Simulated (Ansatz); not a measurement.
**SiH2O2F (SMILES O[Si](O)F): UCCSD/aug-cc-pVDZ**

What is the energy change on altering one bond length of SiH2O2F at UCCSD/aug-cc-pVDZ? 

The results are computed with Ansatz 0.2.0.

38 further runs of the same task are left out: 38 set aside as unsound or not needed. Runs told in other sessions of the task aren't counted.

**1. The molecule**

SiH2O2F: 6 atoms, total charge 0, spin state doublet. As SMILES, `O[Si](O)F`. The shape is that of a PBE0-D4/def2-TZVP optimisation. This is one conformer, not always the lowest.

Bond lengths: O1–Si2 1.630 Å, Si2–O3 1.639 Å, Si2–F4 1.594 Å, O1–H5 0.959 Å, O3–H6 0.959 Å. Angles: O1–Si2–O3 107.8°, O1–Si2–F4 105.4°, O3–Si2–F4 111.3°, Si2–O1–H5 117.1°, Si2–O3–H6 117.8°.

**2. The energy at UCCSD/aug-cc-pVDZ**

run.yaml

```yaml
crystal:
  periodic: [false, false, false]
  atoms:
    - {symbol: O, position_ang: [-0.887300, 1.032000, -0.626300]}
    - {symbol: Si, position_ang: [0.382900, 0.026200, -0.446500]}
    - {symbol: O, position_ang: [0.346300, -0.560700, 1.083400]}
    - {symbol: F, position_ang: [0.159400, -1.133900, -1.516300]}
    - {symbol: H, position_ang: [-1.051600, 1.658800, 0.081100]}
    - {symbol: H, position_ang: [1.092300, -1.086600, 1.378500]}
basis:
  gaussian: {orbitals: aug-cc-pVDZ}
magnetization: {spin_polarized: true, initial_magnetization: 1}
correlation: {method: ccsd, frozen_orbitals: {F: 1, H: 0, O: 1, Si: 5}}
accuracy: high
scf: {omitted_lower_state_checks: [cluster_reference, increment]}
```

Started as:

```bash
$ ansatz run run.yaml --threads 1 --pin off --max-ram 3480MiB --events-out events.jsonl --progress --plain --runs-dir runs
```

The log of the run, shortened:

```text
Warning: RAYON_NUM_THREADS=1 ignored (pool sized by the plan → 1); use --threads N
Functional definition: HF
  name "HF"
[...]
2267 factors; integrals over basis functions are off by at most 3.4e-9 eV
[...]
mean field -14678.19515546 eV, -539.4137227251 hartree, gradient 4.4e-8 eV, S^2 0.753183; 0 other end points of the search recorded, 0 dependent functions left out
8 core orbitals not correlated: weight in the atoms' cores, before any rotation towards them, 1.000 or more for the frozen orbitals, at most 0.000 for the correlated occupied ones
reference -14678.19515546 eV, -539.4137227251 hartree; 13, 12 occupied and 93, 94 virtual orbitals, 2267 factors
second order -18.67490697 eV of doubles, -0.00000000 eV of singles
cycle   1  -18.49774558 eV  change    1.8e-1 eV  update   1.1e-1
[...]
cycle  23  -19.01537253 eV  change   9.8e-11 eV  update   2.7e-9
Total energy: -14697.21052799 eV, -540.1125247766 hartree
Checks for a lower state left out: cluster_reference, increment
```

Wall time 3.7 min (1 thread of Arm Neoverse N1, shared host); peak memory 2.2 GiB.

**3. The distorted shape, same level**

molecule.yaml

```yaml
crystal:
  periodic: [false, false, false]
  atoms:
    - {symbol: O, position_ang: [-0.708496, 1.960100, 0.229558]}
    - {symbol: Si, position_ang: [0.561704, 0.954300, 0.409358]}
    - {symbol: O, position_ang: [0.525104, 0.367400, 1.939258]}
    - {symbol: F, position_ang: [0.159400, -1.133900, -1.516300]}
    - {symbol: H, position_ang: [-0.872796, 2.586900, 0.936958]}
    - {symbol: H, position_ang: [1.271104, -0.158500, 2.234358]}
basis:
  gaussian:
    orbitals: aug-cc-pVDZ
magnetization:
  spin_polarized: true
  initial_magnetization: 1
correlation:
  method: ccsd
  frozen_orbitals: {F: 1, H: 0, O: 1, Si: 5}
accuracy: high
scf:
  omitted_lower_state_checks: [cluster_reference, increment]
```

Started as:

```bash
$ ansatz run molecule.yaml --threads 1 --pin off --max-ram 3480MiB --events-out events.jsonl --progress --plain --runs-dir runs
```

The log of the run, shortened:

```text
Warning: RAYON_NUM_THREADS=1 ignored (pool sized by the plan → 1); use --threads N
Functional definition: HF
  name "HF"
[...]
2251 factors; integrals over basis functions are off by at most 3.3e-9 eV
[...]
mean field -14674.60355668 eV, -539.2817339046 hartree, gradient 5.2e-8 eV, S^2 0.939312; 7 other end points of the search recorded, 0 dependent functions left out
8 core orbitals not correlated: weight in the atoms' cores, before any rotation towards them, 1.000 or more for the frozen orbitals, at most 0.000 for the correlated occupied ones
reference -14674.60355668 eV, -539.2817339046 hartree; 13, 12 occupied and 93, 94 virtual orbitals, 2251 factors
second order -17.63701406 eV of doubles, -0.00000000 eV of singles
cycle   1  -17.84410180 eV  change   -2.1e-1 eV  update   1.3e-1
[...]
cycle  44  -18.72929689 eV  change   -1.0e-9 eV  update   1.4e-9
Total energy: -14693.33285358 eV, -539.9700228702 hartree
Checks for a lower state left out: cluster_reference, increment
```

Run time: 7.2 min. Hardware: 1 thread of Arm Neoverse N1, shared host; peak memory 2.2 GiB.

**4. What came out**

Level: UCCSD/aug-cc-pVDZ, 8 core orbitals frozen.

```
                                                          quantity          value
                                         first shape: total energy  -540.11252 Eh
          first shape: correlation energy (8 core orbitals frozen)     -698.8 mEh
                    first shape: ⟨S²⟩ of the reference determinant          0.753
                                        first shape: T1 diagnostic          0.016
                                     distorted shape: total energy  -539.97002 Eh
      distorted shape: correlation energy (8 core orbitals frozen)     -688.3 mEh
                distorted shape: ⟨S²⟩ of the reference determinant          0.939
                                    distorted shape: T1 diagnostic          0.054
energy change with the Si2–F4 bond stretched from 1.594 to 2.869 Å       3.878 eV
```

With the Si2–F4 bond stretched from 1.594 to 2.869 Å the energy rises by 3.88 eV (374 kJ/mol). The first shape isn't relaxed at this level, so the change isn't measured from a minimum. ⟨S²⟩ (distorted shape) is 0.94 where a pure doublet has 0.75: the reference is spin-contaminated. The T1 diagnostic (distorted shape) of 0.054 is above the customary mark for such species, so a single reference may not serve.
